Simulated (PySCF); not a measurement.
# [Au(NH3)2]+ (AuN₂H₆+): fields and orbitals

Aim: take [Au(NH3)2]+ (AuN₂H₆+) and measure its response to a uniform field and see where an electron leaves and enters.

Method: levels as typed in each script, gas phase, geometry from GFN2-xTB; program: PySCF 2.14.0.

### 1 The starting structure

9 atoms, charge 1, spin multiplicity 1.

Bond lengths: Au1–N2 2.089 Å, Au1–N6 2.089 Å, N2–H3 1.018 Å, N2–H4 1.016 Å, N2–H5 1.017 Å, N6–H7 1.018 Å, N6–H8 1.016 Å, N6–H9 1.017 Å. Angles: N2–Au1–N6 179.9°, Au1–N2–H3 111.4°, Au1–N2–H4 111.6°, Au1–N2–H5 111.5°, H3–N2–H4 107.4°, H3–N2–H5 107.3°, H4–N2–H5 107.5°, Au1–N6–H7 111.4°, Au1–N6–H8 111.6°, Au1–N6–H9 111.5°, H7–N6–H8 107.4°, H7–N6–H9 107.3°, H8–N6–H9 107.5°.

Geometry (Å):

```xyz
9

Au    0.0000    0.0003    0.0000
N     2.0894   -0.0017    0.0000
H     2.4623    0.8354   -0.4442
H     2.4623   -0.8025   -0.5011
H     2.4623   -0.0329    0.9458
N    -2.0895   -0.0017    0.0000
H    -2.4623    0.7675    0.5535
H    -2.4623   -0.8630    0.3881
H    -2.4623    0.0955   -0.9413
```

### 2 Response to an electric field (PBE/def2-svp)

Input file input.py:

```python
import numpy as np
from pyscf import gto, scf, dft
from pyscf.scf import atom_ks, atom_hf
from scipy.linalg import block_diag

def solve(mol, dm0=None, hcore=None):
    mf = (dft.UKS if mol.spin else dft.RKS)(mol, xc='pbe')
    mf.grids.level = 3
    mf = mf.density_fit(auxbasis='def2-universal-jkfit')
    mf.conv_tol, mf.max_cycle = 1e-8, 80
    if hcore is not None:
        mf.get_hcore = lambda *args: hcore
    mf.kernel(dm0)
    if not mf.converged:
        mf = mf.newton().run(mf.mo_coeff, mf.mo_occ, max_cycle=30)
    assert mf.converged, 'SCF not converged'
    return mf

mol = gto.M(atom='''
Au     0.00000     0.00030    -0.00001
N      2.08945    -0.00170    -0.00002
H      2.46231     0.83539    -0.44421
H      2.46231    -0.80252    -0.50115
H      2.46229    -0.03287     0.94578
N     -2.08946    -0.00170     0.00001
H     -2.46232     0.76752     0.55347
H     -2.46232    -0.86300     0.38808
H     -2.46230     0.09549    -0.94131
''', basis='def2-svp', ecp={'Au': 'def2-svp'}, charge=1, spin=0, verbose=4)
field = np.array([-0.0, -0.0, -0.004])  # atomic units
mol.set_common_orig(mol.atom_charges() @ mol.atom_coords() / mol.atom_charges().sum())
mf = solve(mol)
out = dict(dm0=mf.make_rdm1(), d0=mf.dip_moment(unit='AU'), e0=mf.e_tot)
for name, sign in (('p', 1), ('m', -1)):
    h = mf.get_hcore() + sign * np.einsum('x,xij->ij', field, mol.intor('int1e_r'))
    mi = solve(mol, mf.make_rdm1(), h)
    out.update({'dm' + name: mi.make_rdm1(), 'd' + name: mi.dip_moment(unit='AU'), 'e' + name: mi.e_tot})
# spherically averaged free atoms, for the promolecule
atom_ks.AtomSphAverageRKS.init_guess_by_vsap = lambda self, mol=None: self.init_guess_by_minao(mol)  # core potentials
atm = atom_ks.get_atm_nrks(mol, xc='pbe')
pro = block_diag(*[(atm[a[0]][2] * atm[a[0]][3]) @ atm[a[0]][2].T for a in mol._atom])
np.savez('result.npz', pro=pro, **out)
```

On the command line:

```sh
OMP_NUM_THREADS=1 python input.py
```

### 4 Removing and adding an electron (TPSS/def2-tzvp)

Input file input.py:

```python
import numpy as np
from pyscf import gto, scf, dft
from pyscf.scf import atom_ks, atom_hf
from scipy.linalg import block_diag

def solve(mol, dm0=None, hcore=None):
    mf = (dft.UKS if mol.spin else dft.RKS)(mol, xc='tpss')
    mf.grids.level = 3
    mf = mf.density_fit(auxbasis='def2-universal-jkfit')
    mf.conv_tol, mf.max_cycle = 1e-8, 80
    if hcore is not None:
        mf.get_hcore = lambda *args: hcore
    mf.kernel(dm0)
    if not mf.converged:
        mf = mf.newton().run(mf.mo_coeff, mf.mo_occ, max_cycle=30)
    assert mf.converged, 'SCF not converged'
    return mf

mol = gto.M(atom='''
Au     0.00000     0.00030    -0.00001
N      2.08945    -0.00170    -0.00002
H      2.46231     0.83539    -0.44421
H      2.46231    -0.80252    -0.50115
H      2.46229    -0.03287     0.94578
N     -2.08946    -0.00170     0.00001
H     -2.46232     0.76752     0.55347
H     -2.46232    -0.86300     0.38808
H     -2.46230     0.09549    -0.94131
''', basis='def2-tzvp', ecp={'Au': 'def2-tzvp'}, charge=1, spin=0, verbose=4)
mf = solve(mol)
out = dict(e0=mf.e_tot, dm0=mf.make_rdm1(), c=mf.mo_coeff, occ=mf.mo_occ, eps=mf.mo_energy)
for name, dq, spin in [('cation', 1, 1), ('anion', -1, 1)]:
    ion = mol.copy().set(charge=mol.charge + dq, spin=spin).build()
    mi = solve(ion)
    if spin and dq > 0 and mol.nao < 130:
        c, _, stable, _ = mi.stability(return_status=True)
        if not stable:
            mi = solve(ion, mi.make_rdm1(c, mi.mo_occ))
    print(name, 'vertical energy change / eV', (mi.e_tot - mf.e_tot) * 27.211386)
    out.update({'e_' + name: mi.e_tot, 'dm_' + name: mi.make_rdm1(), 's2_' + name: mi.spin_square()[0], 'eps_' + name: mi.mo_energy, 'occ_' + name: mi.mo_occ})
# spherically averaged free atoms, for the promolecule
atom_ks.AtomSphAverageRKS.init_guess_by_vsap = lambda self, mol=None: self.init_guess_by_minao(mol)  # core potentials
atm = atom_ks.get_atm_nrks(mol, xc='tpss')
pro = block_diag(*[(atm[a[0]][2] * atm[a[0]][3]) @ atm[a[0]][2].T for a in mol._atom])
np.savez('result.npz', pro=pro, **out)
```

(Steps that only read results are left out.)

Q: Predict the outcome of this session. Wanted: polarisability along the field; vertical ionisation energy; vertical electron affinity.

As calculated:

```
                                     quantity       value
polarisability along the field (PBE/def2-svp)  35.8 bohr³
  vertical ionisation energy (TPSS/def2-tzvp)    14.76 eV
  vertical electron affinity (TPSS/def2-tzvp)     3.33 eV
```

**Reading.** The ionisation energy from two SCF runs, 14.76 eV, lies 3.6 eV above −ε(HOMO) = 11.14 eV of the same level, TPSS/def2-tzvp, since self-interaction lifts this functional's HOMO. All values hold at the given geometry, in the gas phase.
